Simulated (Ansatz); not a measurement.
**CH₉GeNOSi: up Jacob's ladder to CCSD(T)**

One table from this session's results is given with a row withheld; the runs are named, their logs left out.

Program: Ansatz 0.2.0, Gaussian basis. Level of theory: functionals in def2-TZVPP, the program's frozen cores in correlated methods. These are calculated values, not measurements.

Plan: PBE-D4, r2SCAN-D4, PBE0-D4, B3LYP-D4, ωB97X-V, ωB97M-V, B2PLYP; CCSD(T)/def2-TZVPP; MP2/def2-QZVPP; extrapolation to the limit.

## Structure used throughout

An earlier PBE0-D4 in a triple-zeta def2 set relaxation fixed the geometry.

SMILES `C[N]([GeH3])[SiH2]O`, 14 atoms, charge 0, spin multiplicity 1.

Atoms are counted from 1 here; the program's logs count them from 0.

Bond lengths: C1–N2 1.455 Å, C1–H6 1.094 Å, C1–H7 1.098 Å, C1–H8 1.096 Å, N2–Ge3 1.845 Å, N2–Si4 1.711 Å, Ge3–H9 1.541 Å, Ge3–H10 1.533 Å, Ge3–H11 1.542 Å, Si4–O5 1.650 Å, Si4–H12 1.479 Å, Si4–H13 1.490 Å, O5–H14 0.958 Å. Angles: N2–C1–H6 110.4°, N2–C1–H7 112.8°, N2–C1–H8 111.3°, H6–C1–H7 107.6°, H6–C1–H8 107.0°, H7–C1–H8 107.5°, C1–N2–Ge3 115.3°, C1–N2–Si4 121.1°, Ge3–N2–Si4 122.8°, N2–Ge3–H9 107.9°, N2–Ge3–H10 107.9°, N2–Ge3–H11 109.8°, H9–Ge3–H10 111.5°, H9–Ge3–H11 108.7°, H10–Ge3–H11 110.9°, N2–Si4–O5 116.7°, N2–Si4–H12 108.5°, N2–Si4–H13 106.0° and more.

Geometry (Å):

```xyz
14
charge 0, multiplicity 1
C     0.5769   -1.1996    0.8812
N    -0.0568   -0.2921   -0.0634
Ge    0.6944   -0.2580   -1.7485
Si   -1.2260    0.8447    0.4534
O    -0.6621    2.3128    0.9535
H    -0.0100   -1.2620    1.8027
H     1.5927   -0.8861    1.1549
H     0.6434   -2.2151    0.4743
H     0.6373   -1.6868   -2.3224
H    -0.1119    0.7250   -2.6044
H     2.1707    0.1780   -1.6550
H    -2.0914    1.1852   -0.6964
H    -1.9577    0.1988    1.5789
H    -0.1996    2.3554    1.7912
```

Set-up of the first run:

in.yaml

```yaml
crystal:
  periodic: [false, false, false]
  atoms:
    - {symbol: C, position_ang: [0.576911, -1.199620, 0.881247]}
    - {symbol: N, position_ang: [-0.056815, -0.292111, -0.063351]}
    - {symbol: Ge, position_ang: [0.694421, -0.258029, -1.748540]}
    - {symbol: Si, position_ang: [-1.226028, 0.844729, 0.453426]}
    - {symbol: O, position_ang: [-0.662064, 2.312788, 0.953528]}
    - {symbol: H, position_ang: [-0.009986, -1.262021, 1.802678]}
    - {symbol: H, position_ang: [1.592672, -0.886148, 1.154871]}
    - {symbol: H, position_ang: [0.643444, -2.215148, 0.474256]}
    - {symbol: H, position_ang: [0.637316, -1.686788, -2.322443]}
    - {symbol: H, position_ang: [-0.111902, 0.724981, -2.604356]}
    - {symbol: H, position_ang: [2.170745, 0.177974, -1.655037]}
    - {symbol: H, position_ang: [-2.091418, 1.185206, -0.696377]}
    - {symbol: H, position_ang: [-1.957665, 0.198771, 1.578865]}
    - {symbol: H, position_ang: [-0.199611, 2.355404, 1.791224]}
basis:
  gaussian: {orbitals: def2-TZVPP}
hamiltonian: {xc: pbe, dispersion: d4}
output: {forces: true, orbitals: {seedname: orbitals}}
```

Run with:

```
$ ansatz run in.yaml --threads 2 --pin off --events-out ev --progress --plain --max-ram 32768MiB --backend cuda --devices 0, --max-vram 18GiB
```

Steps of the session up to this table: PBE-D4 (GGA); r2SCAN-D4 (meta-GGA); PBE0-D4 (hybrid); B3LYP-D4 (hybrid); ωB97X-V (range-separated); ωB97M-V (range-separated); B2PLYP (double hybrid); CCSD(T) in def2-TZVPP; MP2 in def2-QZVPP.

One table of the session follows, with a row left open; its other results are not shown here.

```
            method  atomisation energy (eV)
            PBE-D4                   49.225
         r2SCAN-D4                   48.914
           PBE0-D4                   48.588
          B3LYP-D4                   48.983
           ωB97X-V                        ?
           ωB97M-V                   49.079
            B2PLYP                   48.451
     HF/def2-TZVPP                   35.284
    MP2/def2-TZVPP                   48.301
   CCSD/def2-TZVPP                   47.363
CCSD(T)/def2-TZVPP                   47.992
           MP2/CBS                   49.559
       CCSD(T)/CBS                   49.250
```

Estimate the missing values for ωB97X-V.

The run gave: atomisation energy (eV): 49.331. In the column «atomisation energy (eV)» it lies between CCSD(T)/CBS (49.250) and MP2/CBS (49.559).
